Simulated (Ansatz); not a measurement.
# C3H12GaN: up Jacob's ladder to CCSD(T)

An exercise on one series of results from a longer session: the logs are not shown, and one member is left open.

Program: Ansatz 0.2.0, Gaussian basis. Level of theory: functionals in def2-TZVPP, the program's frozen cores in correlated methods. These are calculated values, not measurements.

Levels to be run: LDA (SPW92), PBE-D4, revPBE-D4, BLYP-D4, r2SCAN-D4, B97M-V, PBE0-D4, B3LYP-D4, r2SCANh-D4, r2SCAN0-D4, HSE06-D4, BHLYP-D4, CAM-B3LYP-D4, LC-ωPBE, ωB97X-V, ωB97M-V, B2PLYP, PBE-QIDH; CCSD(T)/def2-SVP; MP2/def2-TZVPP; RPA on PBE.

1 further run of the same task is left out (it didn't finish). Runs told in other sessions of the task aren't counted.

## The relaxed structure

All runs share one geometry, relaxed beforehand with PBE0-D4 in a triple-zeta def2 set.

SMILES `C[N+](C)(C)[GaH3-]`, 17 atoms, charge 0, spin multiplicity 1.

Atoms are counted from 1 here; the program's logs count them from 0.

Bond lengths: C1–N2 1.463 Å, C1–H6 1.090 Å, C1–H7 1.097 Å, C1–H8 1.090 Å, N2–C3 1.463 Å, N2–C4 1.463 Å, N2–Ga5 2.141 Å, C3–H9 1.090 Å, C3–H10 1.090 Å, C3–H11 1.097 Å, C4–H12 1.090 Å, C4–H13 1.097 Å, C4–H14 1.090 Å, Ga5–H15 1.584 Å, Ga5–H16 1.584 Å, Ga5–H17 1.584 Å. Angles: N2–C1–H6 109.3°, N2–C1–H7 110.8°, N2–C1–H8 109.3°, H6–C1–H7 109.3°, H6–C1–H8 108.6°, H7–C1–H8 109.3°, C1–N2–C3 110.3°, C1–N2–C4 110.3°, C1–N2–Ga5 108.6°, C3–N2–C4 110.3°, C3–N2–Ga5 108.6°, C4–N2–Ga5 108.6°, N2–C3–H9 109.3°, N2–C3–H10 109.3°, N2–C3–H11 110.8°, H9–C3–H10 108.6°, H9–C3–H11 109.3°, H10–C3–H11 109.3° and more.

The first run:

in.yaml reads:

```yaml
crystal:
  periodic: [false, false, false]
  atoms:
    - {symbol: C, position_ang: [-0.397378, 0.308881, -1.432775]}
    - {symbol: N, position_ang: [0.102843, -0.048375, -0.105165]}
    - {symbol: C, position_ang: [1.381579, 0.614510, 0.151403]}
    - {symbol: C, position_ang: [0.250952, -1.499425, 0.008550]}
    - {symbol: Ga, position_ang: [-1.313789, 0.610451, 1.358702]}
    - {symbol: H, position_ang: [-0.529308, 1.389395, -1.489996]}
    - {symbol: H, position_ang: [0.302971, -0.013249, -2.213496]}
    - {symbol: H, position_ang: [-1.363420, -0.169238, -1.595156]}
    - {symbol: H, position_ang: [1.724661, 0.361000, 1.154507]}
    - {symbol: H, position_ang: [1.246644, 1.694534, 0.091851]}
    - {symbol: H, position_ang: [2.136971, 0.302110, -0.580433]}
    - {symbol: H, position_ang: [0.595459, -1.749529, 1.012025]}
    - {symbol: H, position_ang: [0.971732, -1.877110, -0.727402]}
    - {symbol: H, position_ang: [-0.715888, -1.974984, -0.156557]}
    - {symbol: H, position_ang: [-1.290762, 2.160545, 1.031434]}
    - {symbol: H, position_ang: [-2.566458, -0.228861, 0.872090]}
    - {symbol: H, position_ang: [-0.556006, 0.119047, 2.660517]}
basis:
  gaussian: {orbitals: def2-TZVPP}
hamiltonian: {xc: lda}
output: {orbitals: {seedname: orbitals}}
```

Command:

```
$ ansatz run in.yaml --threads 4 --pin off --events-out ev --progress --plain --max-ram 11315MiB
```

Steps of the session up to this table: LDA; PBE-D4 (GGA); revPBE-D4 (GGA); BLYP-D4 (GGA); r2SCAN-D4 (meta-GGA); B97M-V (meta-GGA); PBE0-D4 (hybrid); B3LYP-D4 (hybrid); r2SCANh-D4 (hybrid); r2SCAN0-D4 (hybrid); HSE06-D4 (hybrid); BHLYP-D4 (hybrid); CAM-B3LYP-D4 (range-separated); LC-ωPBE (range-separated); ωB97X-V (range-separated); ωB97M-V (range-separated); B2PLYP (double hybrid); PBE-QIDH (double hybrid).

One table of the session follows, with a row left open; its other results are not shown here.

It belongs to the step «Frontier levels by functional». 

```
  functional  HOMO (eV)  LUMO (eV)  gap (eV)
 LDA (SPW92)      -6.29      -0.69      5.59
      PBE-D4      -6.21      -0.40      5.81
   revPBE-D4      -6.17      -0.25      5.91
     BLYP-D4      -6.11      -0.32      5.79
   r2SCAN-D4      -6.52       0.05      6.57
      B97M-V      -6.65      -0.34      6.31
     PBE0-D4      -7.44       0.41      7.85
    B3LYP-D4      -7.25       0.15      7.40
  r2SCANh-D4          ?          ?         ?
  r2SCAN0-D4      -7.65       0.69      8.34
    HSE06-D4      -7.04       0.04      7.08
    BHLYP-D4      -8.62       1.13      9.74
CAM-B3LYP-D4      -8.84       1.27     10.10
     LC-ωPBE     -10.22       2.47     12.69
     ωB97X-V      -9.89       2.28     12.16
     ωB97M-V      -9.70       1.94     11.65
```

Estimate the missing values for r2SCANh-D4.

Worked estimate for «HOMO (eV)». Against the share of exact exchange, r2SCAN-D4 (0, -6.52), r2SCAN0-D4 (0.25, -7.65) give a slope of -4.52 per unit share; at 0.1 the line stands at -6.97.

As computed: HOMO (eV): -6.97; LUMO (eV): 0.31; gap (eV): 7.28. In «HOMO (eV)» the line misses by 0.00.
